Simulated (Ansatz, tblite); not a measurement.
# In6P7 zinc blende off sphere (In₆P₇H₂₀+): rung by rung

The task here is to estimate one member of a computed series from the others.

The runs use Ansatz 0.2.0, Gaussian basis; as each input shows.

Levels to be run: GFN1-xTB, GFN2-xTB, PBE-D4/def2-TZVP, r2SCAN-D4/def2-TZVP, ωB97M-V/def2-TZVP, CAM-B3LYP-D4/def2-TZVP, B97M-V/def2-TZVP, PBE-D4/def2-SVP, PBE0-D4/def2-SVP, MP2/def2-SVP, RPA/def2-SVP.

3 further runs of the same task are left out: 1 for a known fault of the program, 2 set aside as unsound or not needed.

### The relaxed structure

The singlet was relaxed beforehand with PBE-D4/def2-SVP.

33 atoms, charge 1, spin multiplicity 1.

Bond lengths: P1–In9 2.658 Å, P1–In10 2.606 Å, P1–H14 1.432 Å, P1–H15 1.431 Å, P2–In8 2.645 Å, P2–In11 2.645 Å, P2–H16 1.432 Å, P2–H17 1.434 Å, P3–In9 2.623 Å, P3–In12 2.623 Å, P3–H18 1.430 Å, P3–H19 1.431 Å, P4–In8 2.692 Å, P4–In9 2.543 Å, P4–In13 2.569 Å, P4–H20 1.433 Å, P5–In10 2.599 Å, P5–In13 2.668 Å and more. Angles: In9–P1–In10 126.8°, In9–P1–H14 110.0°, In9–P1–H15 106.3°, In10–P1–H14 107.2°, In10–P1–H15 105.1°, H14–P1–H15 97.3°, In8–P2–In11 129.1°, In8–P2–H16 108.5°, In8–P2–H17 104.4°, In11–P2–H16 108.5°, In11–P2–H17 104.4°, H16–P2–H17 97.1°, In9–P3–In12 125.5°, In9–P3–H18 110.5°, In9–P3–H19 104.0°, In12–P3–H18 110.5°, In12–P3–H19 104.0°, H18–P3–H19 98.3° and more.

Coordinates:

```
P     0.78919   -3.58475    0.68841
P    -2.88081    2.87964   -1.35101
P     0.80353   -0.80228   -2.21435
P    -2.19265   -0.66885    0.29098
P     0.68480   -0.68585    3.29141
P     0.66735    2.19279    0.29230
P     3.58533   -0.78716    0.68917
In   -3.78335    0.40549   -1.59577
In   -0.88239   -2.41415   -1.01509
In    2.40083   -2.39980    2.35876
In   -0.40715    3.78392   -1.59398
In    2.41389    0.88424   -1.01389
In   -0.90789    0.90643    1.86118
H     1.54677   -4.59567    0.01474
H    -0.00678   -4.45954    1.49442
H    -3.46623    3.46462   -0.18185
H    -3.63001    3.62873   -2.31686
H     1.49035   -1.48821   -3.26476
H    -0.03083    0.03184   -3.02439
H    -3.01827   -1.45255    1.16208
H    -0.11515   -1.40755    4.23420
H     1.40454    0.11417    4.23566
H     1.45037    3.01841    1.16400
H     4.59641   -1.54448    0.01547
H     4.45990    0.00898    1.49523
H    -3.00092   -0.19599   -3.02972
H    -5.40085    0.30407   -1.00408
H    -1.59659   -3.61692   -2.02487
H     3.36314   -3.36191    3.41419
H     0.19540    3.00254   -3.02803
H    -0.30693    5.40120   -1.00148
H     3.61632    1.59980   -2.02311
H    -1.84131    1.83877    2.98106
```

In takes a core potential in the def2 sets. No spin-orbit coupling is included. The ion is computed in the gas phase, without counter-ions or solvent.

PBE0-D4/def2-TZVP was run before; its log isn't repeated, and its numbers join the tables.

The first run:

Tight binding, by tblite at 300 K electronic temperature and without a spin-polarisation term:

```python
tblite.interface.Calculator('GFN1-xTB', numbers, positions, charge=1, uhf=0).singlepoint()
```

Tight binding, by tblite at 300 K electronic temperature and without a spin-polarisation term:

```python
tblite.interface.Calculator('GFN2-xTB', numbers, positions, charge=1, uhf=0).singlepoint()
```

start.molden holds the orbitals of an earlier run on this state, given as this run's starting guess.

The input, in.yaml:

```yaml
crystal:
  periodic: [false, false, false]
  atoms:
    - {symbol: P, position_ang: [0.789193, -3.584746, 0.688410]}
    - {symbol: P, position_ang: [-2.880810, 2.879637, -1.351008]}
    - {symbol: P, position_ang: [0.803535, -0.802277, -2.214346]}
    - {symbol: P, position_ang: [-2.192651, -0.668850, 0.290977]}
    - {symbol: P, position_ang: [0.684801, -0.685849, 3.291405]}
    - {symbol: P, position_ang: [0.667350, 2.192791, 0.292299]}
    - {symbol: P, position_ang: [3.585326, -0.787162, 0.689167]}
    - {symbol: In, position_ang: [-3.783351, 0.405486, -1.595775]}
    - {symbol: In, position_ang: [-0.882386, -2.414152, -1.015092]}
    - {symbol: In, position_ang: [2.400833, -2.399796, 2.358756]}
    - {symbol: In, position_ang: [-0.407152, 3.783923, -1.593977]}
    - {symbol: In, position_ang: [2.413889, 0.884241, -1.013889]}
    - {symbol: In, position_ang: [-0.907886, 0.906425, 1.861181]}
    - {symbol: H, position_ang: [1.546771, -4.595674, 0.014742]}
    - {symbol: H, position_ang: [-0.006777, -4.459539, 1.494417]}
    - {symbol: H, position_ang: [-3.466231, 3.464625, -0.181851]}
    - {symbol: H, position_ang: [-3.630009, 3.628731, -2.316863]}
    - {symbol: H, position_ang: [1.490350, -1.488211, -3.264763]}
    - {symbol: H, position_ang: [-0.030826, 0.031845, -3.024393]}
    - {symbol: H, position_ang: [-3.018266, -1.452553, 1.162076]}
    - {symbol: H, position_ang: [-0.115150, -1.407552, 4.234200]}
    - {symbol: H, position_ang: [1.404543, 0.114165, 4.235655]}
    - {symbol: H, position_ang: [1.450366, 3.018412, 1.163997]}
    - {symbol: H, position_ang: [4.596410, -1.544480, 0.015467]}
    - {symbol: H, position_ang: [4.459901, 0.008985, 1.495225]}
    - {symbol: H, position_ang: [-3.000921, -0.195991, -3.029719]}
    - {symbol: H, position_ang: [-5.400854, 0.304075, -1.004085]}
    - {symbol: H, position_ang: [-1.596594, -3.616918, -2.024869]}
    - {symbol: H, position_ang: [3.363143, -3.361908, 3.414189]}
    - {symbol: H, position_ang: [0.195397, 3.002543, -3.028029]}
    - {symbol: H, position_ang: [-0.306933, 5.401197, -1.001481]}
    - {symbol: H, position_ang: [3.616323, 1.599796, -2.023110]}
    - {symbol: H, position_ang: [-1.841311, 1.838769, 2.981057]}
basis:
  gaussian: {orbitals: def2-TZVP, fitting: {mean_field: def2-universal-jkfit}, initial_orbitals: start.molden}
total_charge: 1
hamiltonian: {xc: pbe, dispersion: d4}
scf: {omitted_lower_state_checks: [starts]}
output: {orbitals: {seedname: orbitals}}
```

Run with:

```
$ ansatz run in.yaml --threads 2 --pin off --events-out ev --progress --plain --max-ram 32768MiB --backend cuda --devices 0, --max-vram 18GiB
```

Among the steps run: PBE-D4/def2-TZVP; r2SCAN-D4/def2-TZVP; ωB97M-V/def2-TZVP; CAM-B3LYP-D4/def2-TZVP; B97M-V/def2-TZVP; PBE-D4/def2-SVP; PBE0-D4/def2-SVP; MP2/def2-SVP; RPA/def2-SVP.

One table of the session follows, with a row left open; its other results are not shown here.

| level | HOMO (eV) | LUMO (eV) | gap (eV) |
| --- | --- | --- | --- |
| PBE-D4/def2-SVP | -8.79 | -5.00 | 3.79 |
| PBE-D4/def2-TZVP | -8.84 | -5.12 | 3.73 |
| r2SCAN-D4/def2-TZVP | -9.07 | -4.92 | 4.15 |
| B97M-V/def2-TZVP | -9.18 | -5.05 | 4.12 |
| PBE0-D4/def2-SVP | -9.80 | -4.24 | 5.56 |
| PBE0-D4/def2-TZVP | -9.83 | -4.34 | 5.49 |
| CAM-B3LYP-D4/def2-TZVP | -10.99 | -3.42 | 7.57 |
| ωB97M-V/def2-TZVP | ? | ? | ? |

Q: Estimate the row for ωB97M-V/def2-TZVP from the others.

The run gave: HOMO (eV): -11.80; LUMO (eV): -2.80; gap (eV): 9.00. In the column «HOMO (eV)» it is the lowest.
